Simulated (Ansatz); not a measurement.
# H4O3Si: the cost of one run

The runs use Ansatz 0.2.0, Gaussian basis; PBE0-D4/def2-TZVP structures, single points in def2-TZVPP, no counterpoise correction.

Levels: SPW92, PBE-D4, BLYP-D4, r2SCAN-D4, B97M-V, PBE0-D4, B3LYP-D4, r2SCAN0-D4, BHLYP-D4, CAM-B3LYP-D4, wB97X-V, wB97M-V, B2PLYP, PBE-QIDH, RPA on PBE, Hartree-Fock, MP2, CCSD, CCSD(T).

Correlated methods freeze the cores. B3LYP uses VWN-RPA correlation. B2PLYP carries no dispersion term here.

94 further runs of the same task are left out: 94 set aside as unsound or not needed.

**1. Where the work starts**

The complex: 11 atoms, charge 0, spin multiplicity 1.

Atoms are counted from 1 here; the program's logs count them from 0.

Bond lengths: Si1–O3 1.634 Å, Si1–O4 1.663 Å, Si1–O5 1.617 Å, Si1–H7 1.474 Å, O2–H6 0.960 Å, O2–H8 0.970 Å, O3–H9 0.959 Å, O4–H10 0.958 Å, O5–H11 0.976 Å. Angles: O3–Si1–O4 111.4°, O3–Si1–O5 112.8°, O3–Si1–H7 104.5°, O4–Si1–O5 105.3°, O4–Si1–H7 110.0°, O5–Si1–H7 113.1°, H6–O2–H8 106.2°, Si1–O3–H9 117.2°, Si1–O4–H10 116.8°, Si1–O5–H11 116.3°.

Geometry (Å):

```mol
H6O4Si
  3D, bonds by distance, orders not assigned

 11  9  0  0  0  0  0  0  0  0999 V2000
    0.0835   -0.5467   -0.9934 Si  0  0
    0.3816    1.4061    1.8358 O   0  0
   -1.2424   -0.7685   -1.9217 O   0  0
   -0.1868   -1.0312    0.5745 O   0  0
    0.5223    1.0064   -0.8899 O   0  0
    1.1687    1.4561    2.3822 H   0  0
    1.1147   -1.3984   -1.6122 H   0  0
    0.1380    0.4683    1.7969 H   0  0
   -1.9258   -0.0971   -1.8769 H   0  0
   -0.6132   -1.8808    0.6964 H   0  0
    0.5596    1.3858    0.0083 H   0  0
  1  3  8  0
  1  4  8  0
  1  5  8  0
  1  7  8  0
  2  6  8  0
  2  8  8  0
  3  9  8  0
  4 10  8  0
  5 11  8  0
M  END
```

Its parts: SiH4O3 holds atoms 1, 3, 4, 5, 7, 9, 10, 11; H2O holds atoms 2, 6, 8. Each part counts its atoms afresh in its own runs.

**2. Relaxing SiH4O3 alone**

The input, relax-a/in.yaml:

```yaml
crystal:
  periodic: [false, false, false]
  atoms:
    - {symbol: Si, position_ang: [0.083463, -0.546677, -0.993364]}
    - {symbol: O, position_ang: [-1.242385, -0.768478, -1.921743]}
    - {symbol: O, position_ang: [-0.186806, -1.031157, 0.574471]}
    - {symbol: O, position_ang: [0.522276, 1.006423, -0.889948]}
    - {symbol: H, position_ang: [1.114750, -1.398406, -1.612206]}
    - {symbol: H, position_ang: [-1.925779, -0.097098, -1.876877]}
    - {symbol: H, position_ang: [-0.613232, -1.880759, 0.696416]}
    - {symbol: H, position_ang: [0.559592, 1.385757, 0.008297]}
basis:
  gaussian: {orbitals: def2-TZVP}
hamiltonian: {xc: pbe0, dispersion: d4}
relax: {f_tol: 0.005, max_steps: 200}
```

Launch:

```
$ ansatz run in.yaml --threads 8 --pin off --events-out ev --progress --plain --max-ram 19148MiB
```

**Question.** How long does this run take on 8 threads of Arm Neoverse V1, shared host?

About 11 s.
